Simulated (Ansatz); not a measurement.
# ClGaH3N: the cost of one run

Program: Ansatz 0.2.0. Level of theory: RHF/def2-SVP. These are calculated values, not measurements.

## (1) The structure to begin with

Bond lengths: Ga1–N2 1.930 Å, N2–H3 1.060 Å, N2–H4 1.060 Å, Ga1–Cl5 2.240 Å, Ga1–H6 1.570 Å. Angles: Ga1–N2–H3 120.0°, Ga1–N2–H4 120.0°, H3–N2–H4 120.0°, N2–Ga1–Cl5 120.0°, N2–Ga1–H6 120.0°, Cl5–Ga1–H6 120.0°.

As a file:

```xyz
6

Ga    0.0000    0.0000    0.0000
N     0.0000    0.0000    1.9300
H    -0.8770   -0.2713    2.4600
H     0.8770    0.2713    2.4600
Cl    1.9398    0.0000   -1.1200
H    -1.3596    0.0000   -0.7850
```

## (2) Preparing the start

Contents of input.yaml:

```yaml
crystal:
  periodic: [false, false, false]
  atoms:
    - { symbol: Ga, position_ang: [0.0, 0.0, 0.0] }
    - { symbol: "N", position_ang: [0.0, 0.0, 1.93] }
    - { symbol: H, position_ang: [-0.877, -0.2713, 2.46] }
    - { symbol: H, position_ang: [0.877, 0.2713, 2.46] }
    - { symbol: Cl, position_ang: [1.9398, 0.0, -1.12] }
    - { symbol: H, position_ang: [-1.3596, 0.0, -0.785] }
basis:
  gaussian: { orbitals: def2-SVP }
hamiltonian:
  xc: hf
relax:
  f_tol: 0.02
  max_steps: 40
```

Started as:

```sh
$ ansatz run input.yaml --threads 1 --pin off --max-ram 2048MiB --backend cpu --events-out ev --progress --plain --runs-dir out
```

What time and memory should one allow on 1 thread of Arm Neoverse N1, shared host?

About 17 s, with a peak of 0.15 GiB.
